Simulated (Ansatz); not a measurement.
**AlBFH₅Si: small, medium and large basis sets**

Aim: see how fast density functionals converge with the basis set for AlBFH₅Si.

Method: one geometry, several basis sets; program: Ansatz 0.2.0, Gaussian basis.

Plan: PBE0-D4/def2-SVP; ωB97M-V/def2-SVP; PBE0-D4/def2-QZVPP; ωB97M-V/def2-QZVPP; the functionals' def2-TZVPP values are taken from earlier runs.

## (1) The relaxed structure

The geometry comes from an earlier relaxation with PBE0-D4 in a triple-zeta def2 set; it is a stationary point, not always the lowest conformer.

9 atoms, charge 0, spin multiplicity 1.

Atoms are counted from 1 here; the program's logs count them from 0.

Bond lengths: F1–B2 1.332 Å, B2–Al3 2.170 Å, B2–Si4 2.050 Å, Al3–H5 1.592 Å, Al3–H6 1.592 Å, Si4–H7 1.493 Å, Si4–H8 1.489 Å, Si4–H9 1.493 Å. Angles: F1–B2–Al3 119.8°, F1–B2–Si4 118.1°, Al3–B2–Si4 122.1°, B2–Al3–H5 120.6°, B2–Al3–H6 120.9°, H5–Al3–H6 118.4°, B2–Si4–H7 107.7°, B2–Si4–H8 116.1°, B2–Si4–H9 108.3°, H7–Si4–H8 108.9°, H7–Si4–H9 106.6°, H8–Si4–H9 108.9°.

## (2) PBE0-D4 in def2-SVP

Input file in.yaml:

```yaml
crystal:
  periodic: [false, false, false]
  atoms:
    - {symbol: F, position_ang: [0.615031, -1.263006, -1.673637]}
    - {symbol: B, position_ang: [0.270219, -0.412238, -0.708543]}
    - {symbol: Al, position_ang: [0.401732, 1.725496, -1.058785]}
    - {symbol: Si, position_ang: [-0.381375, -1.186756, 1.073884]}
    - {symbol: H, position_ang: [1.735849, 2.523422, -0.713385]}
    - {symbol: H, position_ang: [-0.856118, 2.546788, -1.586758]}
    - {symbol: H, position_ang: [-1.798848, -0.757759, 1.263736]}
    - {symbol: H, position_ang: [-0.303666, -2.667576, 1.212633]}
    - {symbol: H, position_ang: [0.405474, -0.554871, 2.173855]}
basis:
  gaussian: {orbitals: def2-SVP}
hamiltonian: {xc: pbe0, dispersion: d4}
output: {orbitals: {seedname: orbitals}}
```

The run is started by

```bash
ansatz run in.yaml --threads 2 --pin off --events-out ev --progress --plain --max-ram 4352MiB
```

Further steps of the session: ωB97M-V in def2-SVP; PBE0-D4 in def2-QZVPP; ωB97M-V in def2-QZVPP.

Q: Predict the results of all the runs planned. Wanted: PBE0-D4: double and triple zeta above quadruple; ωB97M-V: double and triple zeta above quadruple.

As calculated:

| quantity | value |
| --- | --- |
| PBE0-D4: double and triple zeta above quadruple | 9.80, 0.65 eV |
| ωB97M-V: double and triple zeta above quadruple | 9.91, 0.62 eV |

**Reading.** PBE0-D4 gains 9.15 eV from double to triple zeta, then 0.65 eV more. Total energies overstate the basis error of differences, where much of it tends to cancel.
